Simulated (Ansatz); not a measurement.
# C2H6In radical: one species, many methods

The task here is to estimate one member of a computed series from the others.

Computed with Ansatz 0.2.0, Gaussian basis. Level: functionals in def2-TZVPP, the program's frozen cores in correlated methods.

Levels to be run: LDA (SPW92), PBE-D4, revPBE-D4, BLYP-D4, r2SCAN-D4, B97M-V, PBE0-D4, B3LYP-D4, r2SCANh-D4, r2SCAN0-D4, HSE06-D4, BHLYP-D4, CAM-B3LYP-D4, LC-ωPBE, ωB97X-V, ωB97M-V, B2PLYP, PBE-QIDH; CCSD(T)/def2-SVP; CCSD(T)/def2-TZVPP; MP2/def2-QZVPP; extrapolation to the limit; RPA on PBE.

**The relaxed structure**

An earlier PBE0-D4 in a triple-zeta def2 set relaxation fixed the geometry. In takes the def2 core potential; no spin-orbit term is included.

SMILES `[CH2][InH][CH3]`, 9 atoms, charge 0, spin multiplicity 2.

Atoms are counted from 1 here; the program's logs count them from 0.

Bond lengths: C1–In2 2.125 Å, C1–H4 1.088 Å, C1–H5 1.088 Å, In2–C3 2.153 Å, In2–H6 1.728 Å, C3–H7 1.091 Å, C3–H8 1.093 Å, C3–H9 1.090 Å. Angles: In2–C1–H4 123.6°, In2–C1–H5 123.3°, H4–C1–H5 113.1°, C1–In2–C3 118.3°, C1–In2–H6 118.3°, C3–In2–H6 123.4°, In2–C3–H7 110.6°, In2–C3–H8 109.3°, In2–C3–H9 111.6°, H7–C3–H8 107.7°, H7–C3–H9 109.3°, H8–C3–H9 108.2°.

Set-up of the first run:

in.yaml reads:

```yaml
crystal:
  periodic: [false, false, false]
  atoms:
    - {symbol: C, position_ang: [-0.410127, 0.262184, -1.984582]}
    - {symbol: In, position_ang: [0.772620, 0.211338, -0.219537]}
    - {symbol: C, position_ang: [-0.179138, -0.334483, 1.632743]}
    - {symbol: H, position_ang: [-0.014868, 0.514139, -2.966207]}
    - {symbol: H, position_ang: [-1.474881, 0.038080, -1.997763]}
    - {symbol: H, position_ang: [2.452411, 0.596123, -0.347883]}
    - {symbol: H, position_ang: [-1.181989, 0.091887, 1.688924]}
    - {symbol: H, position_ang: [-0.276378, -1.421911, 1.682903]}
    - {symbol: H, position_ang: [0.400848, -0.003658, 2.494399]}
basis:
  gaussian: {orbitals: def2-TZVPP}
magnetization: {spin_polarized: true, initial_magnetization: 1}
hamiltonian: {xc: lda}
output: {orbitals: {seedname: orbitals}}
```

Run with:

```sh
$ ansatz run in.yaml --threads 4 --pin off --events-out ev --progress --plain --max-ram 10444MiB
```

Steps of the session up to this table: LDA; PBE-D4 (GGA); revPBE-D4 (GGA); BLYP-D4 (GGA); r2SCAN-D4 (meta-GGA); B97M-V (meta-GGA); B3LYP-D4 (hybrid); r2SCANh-D4 (hybrid); r2SCAN0-D4 (hybrid); HSE06-D4 (hybrid); BHLYP-D4 (hybrid); CAM-B3LYP-D4 (range-separated); LC-ωPBE (range-separated); ωB97X-V (range-separated); ωB97M-V (range-separated); B2PLYP (double hybrid); PBE-QIDH (double hybrid).

One table of the session follows, with a row left open; its other results are not shown here.

It belongs to the step «Frontier levels by functional». 

| functional | HOMO (eV) | LUMO (eV) | gap (eV) |
| --- | --- | --- | --- |
| LDA (SPW92) | -5.63 | -4.22 | 1.41 |
| PBE-D4 | -5.58 | -3.65 | 1.92 |
| revPBE-D4 | -5.52 | -3.50 | 2.03 |
| BLYP-D4 | -5.35 | -3.69 | 1.67 |
| r2SCAN-D4 | -6.00 | -3.09 | 2.91 |
| B97M-V | ? | ? | ? |
| PBE0-D4 | -6.83 | -2.53 | 4.30 |
| B3LYP-D4 | -6.48 | -2.96 | 3.52 |
| r2SCANh-D4 | -6.46 | -2.73 | 3.73 |
| r2SCAN0-D4 | -7.17 | -2.22 | 4.96 |
| HSE06-D4 | -6.42 | -2.91 | 3.51 |
| BHLYP-D4 | -7.87 | -1.67 | 6.19 |
| CAM-B3LYP-D4 | -8.10 | -1.65 | 6.46 |
| LC-ωPBE | -9.67 | -0.27 | 9.40 |
| ωB97X-V | -9.03 | -0.66 | 8.37 |
| ωB97M-V | -8.82 | -0.93 | 7.89 |

Q: Estimate the row for B97M-V from the others.

**Answer.** HOMO (eV): -5.73; LUMO (eV): -3.47; gap (eV): 2.26. In the column «HOMO (eV)» it lies between r2SCAN-D4 (-6.00) and LDA (SPW92) (-5.63).
